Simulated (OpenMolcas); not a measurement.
# Pd⁵⁺ among point charges: CASSCF and CASPT2 levels and susceptibility, part 2 of 2

How does a field of 6 point charges split the states of Pd⁵⁺, and what χT follows?

OpenMolcas 26.06; ANO-RCC-VDZP, DKH2, active space 5 electrons in 5 orbitals (4d), orbitals: per spin and parity. Surroundings: 6 point charges of -1.7 e arranged as an octahedron (Oh), 2.1 Å from the ion.

### Step 7. CASPT2: IPEA 0.25, imaginary shift 0.1 (closed shells correlated: 4s 4p)

File a.inp:

```
>>> COPY JOB001 $Project.JobIph
&CASPT2
Multistate=1 1
Frozen=8 6
IPEA=0.25
Imaginary=0.1
MaxIter=60
WThr=0.0 0.3 0.05
PrWF=0.5
NoMix
>>> COPY JOB002 $Project.JobIph
&CASPT2
Multistate=24 1 2 3 4 5 6 7 8 9 10 11 12 13 14 15 16 17 18 19 20 21 22
23 24
NoMult
Frozen=8 6
IPEA=0.25
Imaginary=0.1
MaxIter=60
WThr=0.0 0.3 0.05
PrWF=0.5
NoMix
>>> COPY JOB003 $Project.JobIph
&CASPT2
Multistate=75 1 2 3 4 5 6 7 8 9 10 11 12 13 14 15 16 17 18 19 20 21 22
23 24 25 26 27 28 29 30 31 32 33 34 35 36 37 38 39 40 41 42 43 44 45 46
47 48 49 50 51 52 53 54 55 56 57 58 59 60 61 62 63 64 65 66 67 68 69 70
71 72 73 74 75
NoMult
Frozen=8 6
IPEA=0.25
Imaginary=0.1
MaxIter=60
WThr=0.0 0.3 0.05
PrWF=0.5
NoMix
```

Command:

```
$ OMP_NUM_THREADS=1 MOLCAS_MEM=1689 MOLCAS_PROJECT=a pymolcas a.inp > a.log
```

What it wrote:

```text
Orbital specifications:
      -----------------------

      Symmetry species                           1   2
                                                ag  au
      Frozen orbitals                            8   6
      Inactive orbitals                          1   3
      Active orbitals                            5   0
      Secondary orbitals                         7  13
      Deleted orbitals                           0   0
      Number of basis functions                 21  22
Type of calculation                        SS-CASPT2
      Fock operator                              state-specific
      IPEA shift                                 0.25
      Real shift                                 0.00
      Imaginary shift                            0.10
      The input orbitals will be transformed to quasi-canonical
Reference energy:       -5048.7753431788
      E2 (Non-variational):      -0.2162059365
      Shift correction:          -0.0000751161
      E2 (Variational):          -0.2162810526
      Total energy:           -5048.9916242314
      Residual norm:              0.0000000240
      Reference weight:           0.96229
      Contributions to the CASPT2 correlation energy
      Active & Virtual Only:         -0.0460430743
      One Inactive Excited:          -0.1111059737
      Two Inactive Excited:          -0.0590568885
::    CASPT2 Root  1     Total energy:  -5048.99162423
Orbital specifications:
      -----------------------

      Symmetry species                           1   2
                                                ag  au
      Frozen orbitals                            8   6
      Inactive orbitals                          1   3
      Active orbitals                            5   0
      Secondary orbitals                         7  13
      Deleted orbitals                           0   0
      Number of basis functions                 21  22
Type of calculation                        SS-CASPT2
      Fock operator                              state-specific
      IPEA shift                                 0.25
      Real shift                                 0.00
      Imaginary shift                            0.10
      The input orbitals will be transformed to quasi-canonical
Reference energy:       -5048.6304223388
      E2 (Non-variational):      -0.2245609952
      Shift correction:          -0.0000792411
      E2 (Variational):          -0.2246402363
      Total energy:           -5048.8550625751
      Residual norm:              0.0000006070
      Reference weight:           0.96078
      Contributions to the CASPT2 correlation energy
      Active & Virtual Only:         -0.0473870551
      One Inactive Excited:          -0.1167914705
      Two Inactive Excited:          -0.0603824697
Reference energy:       -5048.6304223388
      E2 (Non-variational):      -0.2244930774
      Shift correction:          -0.0000791926
      E2 (Variational):          -0.2245722700
      Total energy:           -5048.8549946088
      Residual norm:              0.0000006083
      Reference weight:           0.96080
      Contributions to the CASPT2 correlation energy
      Active & Virtual Only:         -0.0473881860
      One Inactive Excited:          -0.1167286292
      Two Inactive Excited:          -0.0603762622
::    CASPT2 Root  1     Total energy:  -5048.85506258
::    CASPT2 Root  2     Total energy:  -5048.85499461
::    CASPT2 Root  3     Total energy:  -5048.85478425
::    CASPT2 Root  4     Total energy:  -5048.85075291
::    CASPT2 Root  5     Total energy:  -5048.85077145
::    CASPT2 Root  6     Total energy:  -5048.85085333
::    CASPT2 Root  7     Total energy:  -5048.84950169
::    CASPT2 Root  8     Total energy:  -5048.84946883
::    CASPT2 Root  9     Total energy:  -5048.84897609
::    CASPT2 Root 10     Total energy:  -5048.82310108
::    CASPT2 Root 11     Total energy:  -5048.82351289
::    CASPT2 Root 12     Total energy:  -5048.82360835
::    CASPT2 Root 13     Total energy:  -5048.82451629
::    CASPT2 Root 14     Total energy:  -5048.82446871
::    CASPT2 Root 15     Total energy:  -5048.82441258
::    CASPT2 Root 16     Total energy:  -5048.82236049
::    CASPT2 Root 17     Total energy:  -5048.82242865
::    CASPT2 Root 18     Total energy:  -5048.76081797
::    CASPT2 Root 19     Total energy:  -5048.76081776
::    CASPT2 Root 20     Total energy:  -5048.76082195
::    CASPT2 Root 21     Total energy:  -5048.75996619
::    CASPT2 Root 22     Total energy:  -5048.75662693
::    CASPT2 Root 23     Total energy:  -5048.75687139
::    CASPT2 Root 24     Total energy:  -5048.75675345
Orbital specifications:
      -----------------------

      Symmetry species                           1   2
                                                ag  au
      Frozen orbitals                            8   6
      Inactive orbitals                          1   3
      Active orbitals                            5   0
      Secondary orbitals                         7  13
      Deleted orbitals                           0   0
      Number of basis functions                 21  22
Type of calculation                        SS-CASPT2
      Fock operator                              state-specific
      IPEA shift                                 0.25
      Real shift                                 0.00
      Imaginary shift                            0.10
      The input orbitals will be transformed to quasi-canonical
Reference energy:       -5048.5670090433
      E2 (Non-variational):      -0.2233196186
      Shift correction:          -0.0000777687
      E2 (Variational):          -0.2233973874
      Total energy:           -5048.7904064306
      Residual norm:              0.0000003438
      Reference weight:           0.96123
      Contributions to the CASPT2 correlation energy
      Active & Virtual Only:         -0.0430655791
      One Inactive Excited:          -0.1251933103
      Two Inactive Excited:          -0.0550607292
Reference energy:       -5048.5670090432
      E2 (Non-variational):      -0.2232672100
      Shift correction:          -0.0000778017
      E2 (Variational):          -0.2233450118
      Total energy:           -5048.7903540550
      Residual norm:              0.0000003458
      Reference weight:           0.96123
      Contributions to the CASPT2 correlation energy
      Active & Virtual Only:         -0.0430169376
      One Inactive Excited:          -0.1251729086
      Two Inactive Excited:          -0.0550773639
::    CASPT2 Root  1     Total energy:  -5048.79040643
::    CASPT2 Root  2     Total energy:  -5048.79035406
::    CASPT2 Root  3     Total energy:  -5048.79036875
::    CASPT2 Root  4     Total energy:  -5048.78818868
::    CASPT2 Root  5     Total energy:  -5048.78726943
::    CASPT2 Root  6     Total energy:  -5048.78706212
::    CASPT2 Root  7     Total energy:  -5048.78714801
::    CASPT2 Root  8     Total energy:  -5048.78588322
::    CASPT2 Root  9     Total energy:  -5048.78674864
::    CASPT2 Root 10     Total energy:  -5048.78586807
::    CASPT2 Root 11     Total energy:  -5048.78427342
::    CASPT2 Root 12     Total energy:  -5048.78441103
::    CASPT2 Root 13     Total energy:  -5048.78284762
::    CASPT2 Root 14     Total energy:  -5048.77445862
::    CASPT2 Root 15     Total energy:  -5048.77438196
::    CASPT2 Root 16     Total energy:  -5048.77435121
::    CASPT2 Root 17     Total energy:  -5048.76920368
::    CASPT2 Root 18     Total energy:  -5048.76915903
::    CASPT2 Root 19     Total energy:  -5048.76209068
::    CASPT2 Root 20     Total energy:  -5048.76203435
::    CASPT2 Root 21     Total energy:  -5048.76196956
::    CASPT2 Root 22     Total energy:  -5048.75447249
::    CASPT2 Root 23     Total energy:  -5048.75533546
::    CASPT2 Root 24     Total energy:  -5048.75537836
::    CASPT2 Root 25     Total energy:  -5048.75541801
::    CASPT2 Root 26     Total energy:  -5048.74312514
::    CASPT2 Root 27     Total energy:  -5048.74321028
::    CASPT2 Root 28     Total energy:  -5048.74313191
::    CASPT2 Root 29     Total energy:  -5048.74296119
::    CASPT2 Root 30     Total energy:  -5048.74296787
```

This run took 6.5 s in all on 1 thread of Arm Neoverse V1, shared host.

SS-CASPT2: lowest energy less the reference's lowest, -0.2163 hartree; reference weights 0.954 to 0.962.

States without spin-orbit coupling:

| state | degeneracy | E (cm-1) | free-ion L (%) |
| --- | --- | --- | --- |
| 6A1 | 1 | 0 | S (100) |
| 4T1 | 3 | 29997 | G (85) |
| 4T2 | 3 | 30909 | G (99) |
| 4E | 2 | 31196 | G (100) |
| 4A1 | 1 | 31308 | G (100) |
| 4T2 | 3 | 36687 | D (97) |
| 4T1 | 3 | 36919 | P (85) |
| 4E | 2 | 37142 | D (100) |
| 2T2 | 3 | 44169 | I (82) |
| 2A2 | 1 | 44649 | I (90) |
| 2T1 | 3 | 44875 | I (92) |
| 2T2 | 3 | 45093 | I (94) |
| 2E | 2 | 45493 | I (98) |
| 2A1 | 1 | 45821 | I (100) |
| 2T2 | 3 | 47676 | D (58) |
| 2E | 2 | 48821 | D (86) |
| 2T1 | 3 | 50390 | F (84) |
| 4T1 | 3 | 50656 | F (100) |
| 4A2 | 1 | 50843 | F (100) |
| 4T2 | 3 | 51549 | F (97) |
| 2T2 | 3 | 51850 | F (43) |
| 2A2 | 1 | 52049 | F (90) |
| 2T1 | 3 | 54533 | H (80) |
| 2E | 2 | 54574 | G (47) |

With spin-orbit coupling:

| E (cm-1) | Degeneracy | Label | 2S+1 | g |
| --- | --- | --- | --- | --- |
| 0 | 2 | Γ7 | 6 | 3.33 3.33 3.33 |
| 0 | 4 | Γ8 | 6 |  |
| 28960 | 2 | Γ7 | 4 | 2.19 2.19 2.19 |
| 29610 | 4 | Γ8 | 4 |  |
| 29760 | 4 | Γ8 | 4 |  |
| 30230 | 2 | Γ6 | 4 | 1.89 1.89 1.89 |
| 30260 | 2 | Γ7 | 4 | 2.00 2.00 2.00 |
| 30680 | 4 | Γ8 | 4 |  |
| 31050 | 4 | Γ8 | 4 |  |
| 31050 | 2 | Γ6 | 4 | 4.52 4.52 4.52 |
| 31110 | 2 | Γ7 | 4 | 2.52 2.52 2.52 |
| 31150 | 4 | Γ8 | 4 |  |
| 31330 | 2 | Γ6 | 4 | 0.11 0.11 0.11 |
| 31440 | 4 | Γ8 | 4 |  |
| 33770 | 4 | Γ8 | 4 |  |
| 34330 | 2 | Γ7 | 4 | 2.39 2.39 2.39 |
| 34650 | 4 | Γ8 | 4 |  |
| 35860 | 2 | Γ6 | 4 | 0.75 0.75 0.75 |
| 36360 | 2 | Γ6 | 4 | 2.37 2.37 2.37 |
| 36690 | 4 | Γ8 | 4 |  |
| 37210 | 2 | Γ7 | 4 | 4.08 4.08 4.08 |
| 38830 | 2 | Γ6 | 4 | 1.03 1.03 1.03 |
| 39170 | 4 | Γ8 | 4 |  |
| 39530 | 2 | Γ7 | 4 | 2.27 2.27 2.27 |

Powder χT (cm³ K/mol): 4.35 at 2 K, 4.36 at 5 K, 4.36 at 10 K, 4.36 at 20 K, 4.36 at 50 K, 4.36 at 100 K, 4.36 at 150 K, 4.36 at 200 K, 4.36 at 250 K, 4.36 at 300 K.

A ligand-field fit to the states below 45000 cm-1 gives 10Dq = 1862 cm-1, B = 880 cm-1 and C = 4402 cm-1 (C/B = 5.00), with a deviation of 263 cm-1.

### Step 8. The methods side by side

A. CASSCF
B. SS-CASPT2, IPEA 0.25, imaginary shift 0.1 (closed shells correlated: 4s 4p)

| method | ground state | first gap with spin-orbit (cm-1) | χT at 300 K |
| --- | --- | --- | --- |
| A | 6A1 | 0.3 | 4.36 |
| B | 6A1 | 0.3 | 4.36 |

### Step 9. Results

What follows sums up all 2 parts.

```
                 quantity                                                                        value
                   method  SS-CASPT2, IPEA 0.25, imaginary shift 0.1 (closed shells correlated: 4s 4p)
   spin-free ground state                                              6A1, 1-fold in its orbital part
             lowest level                                              2-fold Γ7, g = 3.33, 3.33, 3.33
               next level                                                                     0.3 cm⁻¹
              χT at 300 K                                                               4.36 cm³ K/mol
effective moment at 300 K                                                                      5.90 μB
```

Cost by method:

| method | time of its own steps | time with the reference |
| --- | --- | --- |
| A. CASSCF | 25 s | 25 s |
| B. SS-CASPT2, IPEA 0.25, imaginary shift 0.1, +4s 4p | 6.5 s | 31 s |

Times are of one thread on a shared host.

**Reading.** The spin-free ground state (6A1) comes to 100 % from free-ion S terms and keeps the highest spin of the shell. χT at 300 K is 4.36, against 4.39 cm³ K/mol for the spin alone, as a half-filled shell (L = 0) has no orbital moment. An active space of the d shell alone favours high spin; real ions in strong fields can be low spin. A ligand-field fit to the states below 45000 cm-1 gives 10Dq = 1862 cm-1, B = 880 cm-1 and C = 4402 cm-1 (C/B = 5.00), with a deviation of 263 cm-1. CASPT2 does not keep the components of a term degenerate, and the means are used. The field of point charges can differ much from that of real complexes. With metal d orbitals alone active, the gaps between spin states are rough; where two lie within a few thousand cm-1, their order is open. This is an electrostatic model: the charges have no orbitals.
